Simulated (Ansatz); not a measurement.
# BBrH2S: the cost of one run

Method: RKS B3LYP-D4/def2-SVP, in Ansatz 0.2.0.

## Step 1: The structure to begin with

Bond lengths: S1–B2 1.819 Å, B2–Br3 1.987 Å, S1–H4 1.422 Å, B2–H5 1.182 Å. Angles: S1–B2–Br3 118.3°, S1–B2–H5 121.1°, Br3–B2–H5 120.5°, B2–S1–H4 91.4°.

As a file:

```xyz
5

S    -1.3277    0.4716    0.1457
B     0.4305    0.0349    0.3136
Br    0.9137   -1.8858    0.4704
H    -1.2370    0.4391   -1.2727
H     1.2705    0.8666    0.3016
```

## Step 2: Relaxing end A

The input, input.yaml:

```yaml
crystal:
  periodic: [false, false, false]
  atoms:
    - { symbol: S, position_ang: [-1.3277, 0.4716, 0.1457] }
    - { symbol: B, position_ang: [0.4305, 0.0349, 0.3136] }
    - { symbol: Br, position_ang: [0.9137, -1.8858, 0.4704] }
    - { symbol: H, position_ang: [-1.237, 0.4391, -1.2727] }
    - { symbol: H, position_ang: [1.2705, 0.8666, 0.3016] }
basis:
  gaussian: { orbitals: def2-SVP }
hamiltonian:
  xc: b3lyp
  dispersion: d4
relax:
  f_tol: 0.015
  max_steps: 40
```

On the command line:

```sh
$ ansatz run input.yaml --threads 1 --pin off --max-ram 2048MiB --backend cpu --events-out ev --progress --plain --runs-dir out
```

What time and memory should one allow on 1 thread of AMD EPYC 9R45 (Zen 5), shared host?

About 10 s, with a peak of 0.17 GiB.
